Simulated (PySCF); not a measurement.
# Cs2H4O3 (Cs2(O)1(H2O)2): the cost of one run

Program: PySCF 2.14.0. Level of theory: PBE, Cs def2-SVP with ECP46, O def2-SVP, H def2-SVP; scalar-relativistic core potentials, no spin–orbit coupling. These are calculated values, not measurements.

3 further runs of the same task are left out: 2 for a known fault of the program, 1 that didn't finish.

## 1. The system as given

9 atoms, charge 0, spin multiplicity 1.

Bond lengths: Cs1–O3 2.563 Å, Cs1–O4 2.980 Å, Cs2–O3 2.563 Å, Cs2–O7 2.980 Å, O4–H5 0.970 Å, O4–H6 0.970 Å, O7–H8 0.970 Å, O7–H9 0.970 Å. Angles: O3–Cs1–O4 180.0°, O3–Cs2–O7 180.0°, Cs1–O3–Cs2 180.0°, Cs1–O4–H5 127.5°, Cs1–O4–H6 127.5°, H5–O4–H6 105.1°, Cs2–O7–H8 127.5°, Cs2–O7–H9 127.5°, H8–O7–H9 105.1°.

As a file:

| atom | x (Å) | y (Å) | z (Å) |
| --- | --- | --- | --- |
| Cs1 | 0.00000 | 0.00000 | 2.56280 |
| Cs2 | 0.00000 | 0.00000 | -2.56280 |
| O3 | 0.00000 | 0.00000 | 0.00000 |
| O4 | 0.00000 | 0.00000 | 5.54280 |
| H5 | 0.77000 | 0.00000 | 6.13280 |
| H6 | -0.77000 | 0.00000 | 6.13280 |
| O7 | 0.00000 | 0.00000 | -5.54280 |
| H8 | 0.77000 | 0.00000 | -6.13280 |
| H9 | -0.77000 | 0.00000 | -6.13280 |

Formal oxidation states: Cs +1.

## 2. SCF at the start, singlet

run.py (the lines that set the calculation) reads:

```python
mol = gto.M(atom='''
Cs     0.00000     0.00000     2.56280
Cs     0.00000     0.00000    -2.56280
O      0.00000     0.00000     0.00000
O      0.00000     0.00000     5.54280
H      0.77000     0.00000     6.13280
H     -0.77000     0.00000     6.13280
O      0.00000     0.00000    -5.54280
H      0.77000     0.00000    -6.13280
H     -0.77000     0.00000    -6.13280''',
    basis={'Cs': 'def2-SVP', 'O': 'def2-SVP', 'H': 'def2-SVP'},
    ecp={'Cs': 'def2-SVP'},
    charge=0, spin=0)
mf = dft.RKS(mol, xc='PBE')
mf.grids.atom_grid = (50, 194)
mf = mf.density_fit()  # fitting sets: Cs def2-universal-JKFIT, O def2-universal-JKFIT, H def2-universal-JKFIT
mf.conv_tol = 1e-08; mf.max_cycle = 55
mf.kernel(dm0)  # dm0: free metal ions and neutral atoms
```

Started as:

```
OMP_NUM_THREADS=2 python run.py
```

What time and memory should one allow on 2 threads of Arm Neoverse V1, shared host?

About 4.4 s, with a peak of 0.59 GiB.
